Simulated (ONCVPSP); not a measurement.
**Pseudopotential generation for titanium: ONCV, PBE**

Task: generate the file, and judge it by its errors in other configurations, its logarithmic derivatives, its ghosts and its cutoff.

Program: ONCVPSP 4.0.1.1 (patched build). Reference atom: PBE, scalar-relativistic, spherical and spin-unpolarised. All values are calculated.

### 1 The atom and the settings

Typed settings, in words:

| Property | Result |
| --- | --- |
| element | titanium (Ti, Z = 22) |
| type | optimised norm-conserving Vanderbilt (ONCV) |
| frozen core | [Ar] |
| valence charge | 4 |
| reference configuration | 3d2 4s2 |
| partial waves | 4s: rc 2.50 bohr, ncon 4, nbas 7, qcut 2.3 1/bohr, 2 projectors, debl 2.9 Ha; p scattering state at 0.31 Ha: rc 2.15 bohr, ncon 3, nbas 8, qcut 4.2 1/bohr, 1 projector; 3d: rc 1.95 bohr, ncon 5, nbas 9, qcut 6.6 1/bohr, 2 projectors, debl 0.8 Ha |
| local potential | polynomial inside 1.45 bohr (lpopt 5, dvloc0 0 Ha) |
| core correction | polynomial model core, fcfact 0.35 |

### 2 Generating the potential

The input, Ti.dat:

```
# ATOM AND REFERENCE CONFIGURATION
# atsym  z   nc   nv     iexc    psfile
  Ti 22.00    5    2        4      upf
#
#   n    l    f
    1    0    2.00
    2    0    2.00
    2    1    6.00
    3    0    2.00
    3    1    6.00
    3    2    2.00
    4    0    2.00
#
# PSEUDOPOTENTIAL AND OPTIMIZATION
# lmax
    2
#
#   l,   rc,      ep,       ncon, nbas, qcut
    0    2.50    0.00    4    7    2.30
    1    2.15    0.31    3    8    4.20
    2    1.95    0.00    5    9    6.60
#
# LOCAL POTENTIAL
# lloc, lpopt,  rc(5),   dvloc0
    4    5    1.45    0.00
#
# VANDERBILT-KLEINMAN-BYLANDER PROJECTORs
# l, nproj, debl
    0    2    2.90
    1    1    0.40
    2    2    0.80
#
# MODEL CORE CHARGE
# icmod, fcfact, rcfact
    1    0.35    0.00
#
# LOG DERIVATIVE ANALYSIS
# epsh1, epsh2, depsh
   -2.00    5.00    0.02
#
# OUTPUT GRID
# rlmax, drl
    6.00    0.01
#
# TEST CONFIGURATIONS
# ncnf
    4
# nvcnf
#   n    l    f
    2
    3    2    2.00
    4    0    1.00
#
    2
    3    2    2.00
    4    0    0.00
#
    2
    3    2    1.00
    4    0    0.00
#
    3
    3    2    2.00
    4    0    0.00
    4    1    2.00
#
```

Run with:

```
$ oncvpsp.x < Ti.dat > Ti.out
```

What does the calculation give? Wanted: cutoffs for 1 and 0.1 mHa per electron, occupied waves; bound ghosts; GHOST(+) flags; largest test error; largest phase difference near zero energy, channels read; rms error of d²Exc/dn², without and with the model core.

As calculated:

```
                                                quantity                                     value
  cutoffs for 1 and 0.1 mHa per electron, occupied waves                           23 Ha and 71 Ha
                                            bound ghosts                             p at -0.19 eV
                                          GHOST(+) flags                    s at 24 eV, p at 13 eV
                            largest test error (AE − PS)  -8.5 meV, for 3d2 4s0 (2 tests unsolved)
largest phase difference near zero energy, channels read                                 0.112 rad
 rms error of d²Exc/dn², without and with the model core                        23.37 and 8.16 mHa
```

**Reading.** It has a bound ghost (p), a state that the atom doesn't have, and that rules the file out. By total energies transferability is good where solved: the largest error is 8.5 meV on 20.9 eV, for 3d2 4s0. Atomic tests can pass in spite of a ghost, since they solve only for the levels asked. Of the tests 2 gave no usable energy difference, which is a warning in itself. It counts as of middling hardness, with 23 Ha needed at the looser tolerance. The tighter tolerance needs 71 Ha, and converged work needs a cutoff nearer that. At the looser tolerance the 3d wave is the slowest; 4s needs 3 Ha. Near zero energy the largest phase difference among the channels read is 0.11 rad, in the p channel. The pseudo curves have a pole with no partner nearby in the atom's: s at 0.77 Ha. At positive energy that is a spurious or a displaced resonance. The program also flags highly localised states, GHOST(+) (s, p). These are tests on the free atom; a crystal test is still owed.
